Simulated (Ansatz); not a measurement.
# CH6N2Si: the cost of one run

Method: RHF/def2-SVP, in Ansatz 0.2.0.

### 1 The system as given

Bond lengths: N1–C2 1.226 Å, C2–N3 1.350 Å, C2–Si4 1.915 Å, N1–H5 1.066 Å, N3–H6 1.029 Å, N3–H7 1.072 Å, Si4–H8 1.507 Å, Si4–H9 1.423 Å, Si4–H10 1.537 Å. Angles: N1–C2–N3 122.3°, N1–C2–Si4 119.1°, N3–C2–Si4 118.6°, C2–N1–H5 111.5°, C2–N3–H6 118.9°, C2–N3–H7 117.7°, H6–N3–H7 109.9°, C2–Si4–H8 110.0°, C2–Si4–H9 111.6°, C2–Si4–H10 111.3°, H8–Si4–H9 109.1°, H8–Si4–H10 107.6°, H9–Si4–H10 107.1°.

Structure file:

```xyz
10

N    -1.3043    1.0474    0.0333
C    -0.2628    0.4228   -0.1373
N     0.8157    0.9675   -0.7397
Si   -0.1449   -1.3809    0.4950
H    -1.2512    2.0202   -0.3983
H     0.9095    1.9924   -0.7582
H     1.7705    0.5175   -0.5541
H    -1.0027   -2.2822   -0.3551
H     1.1951   -1.8580    0.4721
H    -0.6418   -1.4979    1.9452
```

### 2 Relaxing end A

Contents of input.yaml:

```yaml
crystal:
  periodic: [false, false, false]
  atoms:
    - { symbol: "N", position_ang: [-1.3043, 1.0474, 0.0333] }
    - { symbol: C, position_ang: [-0.2628, 0.4228, -0.1373] }
    - { symbol: "N", position_ang: [0.8157, 0.9675, -0.7397] }
    - { symbol: Si, position_ang: [-0.1449, -1.3809, 0.495] }
    - { symbol: H, position_ang: [-1.2512, 2.0202, -0.3983] }
    - { symbol: H, position_ang: [0.9095, 1.9924, -0.7582] }
    - { symbol: H, position_ang: [1.7705, 0.5175, -0.5541] }
    - { symbol: H, position_ang: [-1.0027, -2.2822, -0.3551] }
    - { symbol: H, position_ang: [1.1951, -1.858, 0.4721] }
    - { symbol: H, position_ang: [-0.6418, -1.4979, 1.9452] }
basis:
  gaussian: { orbitals: def2-SVP }
hamiltonian:
  xc: hf
relax:
  f_tol: 0.015
  max_steps: 40
output:
  orbitals: {}
```

Started as:

```
$ ansatz run input.yaml --threads 1 --pin off --max-ram 2048MiB --backend cpu --events-out ev --progress --plain --runs-dir out
```

What time and memory should one allow on 1 thread of Intel Xeon Platinum 8259CL at 2.50GHz (Skylake/Cascade Lake), shared host?

About 25 s, with a peak of 0.17 GiB.
